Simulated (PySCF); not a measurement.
# H8N2SSi2: the cost of one run

The runs use PySCF 2.14.0, with density-fitted response routines of our own; the level of theory stands in each step. All values are computed, except where a source is named. Atoms count from 0, in the outputs and in this text.

**1. Starting geometry**

13 atoms, charge 0, multiplicity 1; geometry from: PBE0-D3(BJ)/def2-SVP.

Bonds of the start (Å): N0–Si1 1.73, Si1–N2 1.73, Si1–Si3 2.35, Si3–S4 2.16, N0–H5 1.01, N0–H6 1.01, Si1–H7 1.51, N2–H8 1.01, N2–H9 1.01, Si3–H10 1.50, Si3–H11 1.50, S4–H12 1.35.

**2. Shielding tensors: HF/pcSseg-1**

What the job is given:

```
{"job": {"kind": "nmr", "xc": "HF", "basis": "pcSseg-1", "pop": false}, "charge": 0, "multiplicity": 1}
N     -1.534708     1.268366     0.727410
Si    -0.586080    -0.130058     0.378672
N     -1.439828    -1.063568    -0.799016
Si     1.537136     0.598217    -0.323148
S      2.724102    -1.194042    -0.576235
H     -2.507482     1.164103     0.997016
H     -1.117036     2.090324     1.146971
H     -0.335202    -1.108224     1.495851
H     -1.615928    -0.664762    -1.715210
H     -1.232016    -2.053423    -0.871592
H      1.501835     1.199716    -1.692387
H      2.211930     1.587168     0.581939
H      2.398097    -1.710705     0.630058
```

With the program's defaults for keys left out, this is: GIAO HF/pcSseg-1 NMR shielding, non-relativistic, gas phase.

Run with:

```sh
$ OMP_NUM_THREADS=1 python probes_run.py task.json out
```

One launch serves the whole session: the jobs run in the order shown.

**Question.** How long does this first job take on 1 thread of Arm Neoverse N1, shared host, and how much memory does it need?

About 10 s, with a peak of 0.91 GiB.
